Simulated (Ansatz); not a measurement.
# C2H7BSi: basis-set convergence

The task here is to estimate one member of a computed series from the others.

Computed with Ansatz 0.2.0, Gaussian basis. Level: one geometry, several basis sets.

Levels to be run: PBE0-D4/def2-SVP; ωB97M-V/def2-SVP; PBE0-D4/def2-QZVPP; ωB97M-V/def2-QZVPP; the functionals' def2-TZVPP values are taken from earlier runs.

### Structure used throughout

All runs share one geometry, relaxed beforehand with PBE0-D4 in a triple-zeta def2 set.

11 atoms, charge 0, spin multiplicity 1.

Atoms are counted from 1 here; the program's logs count them from 0.

Bond lengths: C1–C2 1.507 Å, C1–H5 1.095 Å, C1–H6 1.093 Å, C1–H7 1.090 Å, C2–B3 1.483 Å, C2–Si4 2.082 Å, C2–H8 1.096 Å, B3–Si4 1.895 Å, B3–H9 1.189 Å, Si4–H10 1.481 Å, Si4–H11 1.489 Å. Angles: C2–C1–H5 110.2°, C2–C1–H6 111.8°, C2–C1–H7 111.4°, H5–C1–H6 107.2°, H5–C1–H7 107.8°, H6–C1–H7 108.2°, C1–C2–B3 126.0°, C1–C2–Si4 140.8°, C1–C2–H8 112.1°, B3–C2–Si4 61.5°, B3–C2–H8 120.5°, Si4–C2–H8 82.7°, C2–B3–Si4 75.0°, C2–B3–H9 130.8°, Si4–B3–H9 135.9°, C2–Si4–B3 43.5°, C2–Si4–H10 100.8°, C2–Si4–H11 126.4° and more.

The first run:

The input, in.yaml:

```yaml
crystal:
  periodic: [false, false, false]
  atoms:
    - {symbol: C, position_ang: [-0.065807, 1.571412, 0.086566]}
    - {symbol: C, position_ang: [0.428965, 0.160085, -0.097709]}
    - {symbol: B, position_ang: [0.635508, -0.838100, 0.978857]}
    - {symbol: Si, position_ang: [-0.282709, -1.774505, -0.388772]}
    - {symbol: H, position_ang: [0.766983, 2.277784, 0.005782]}
    - {symbol: H, position_ang: [-0.799805, 1.847014, -0.675622]}
    - {symbol: H, position_ang: [-0.525220, 1.707063, 1.066167]}
    - {symbol: H, position_ang: [0.859881, 0.001693, -1.093213]}
    - {symbol: H, position_ang: [0.539163, -0.739179, 2.159632]}
    - {symbol: H, position_ang: [0.204486, -2.044556, -1.760726]}
    - {symbol: H, position_ang: [-1.696145, -2.225813, -0.260361]}
basis:
  gaussian: {orbitals: def2-SVP}
hamiltonian: {xc: pbe0, dispersion: d4}
output: {orbitals: {seedname: orbitals}}
```

The run is started by

```console
$ ansatz run in.yaml --threads 2 --pin off --events-out ev --progress --plain --max-ram 4352MiB
```

Among the steps run: PBE0-D4 in def2-SVP; ωB97M-V in def2-SVP; PBE0-D4 in def2-QZVPP; ωB97M-V in def2-QZVPP.

One table of the session follows, with a row left open; its other results are not shown here.

It belongs to the step «Density functionals: the series». 

```
functional       basis  HOMO (eV)
   PBE0-D4    def2-SVP          ?
   PBE0-D4  def2-TZVPP      -6.76
   PBE0-D4  def2-QZVPP      -6.76
   ωB97M-V    def2-SVP      -8.78
   ωB97M-V  def2-TZVPP      -8.81
   ωB97M-V  def2-QZVPP      -8.81
```

**Question.** Estimate the row for PBE0-D4, def2-SVP.

The run gave: HOMO (eV): -6.75. In the column «HOMO (eV)» it is the highest.
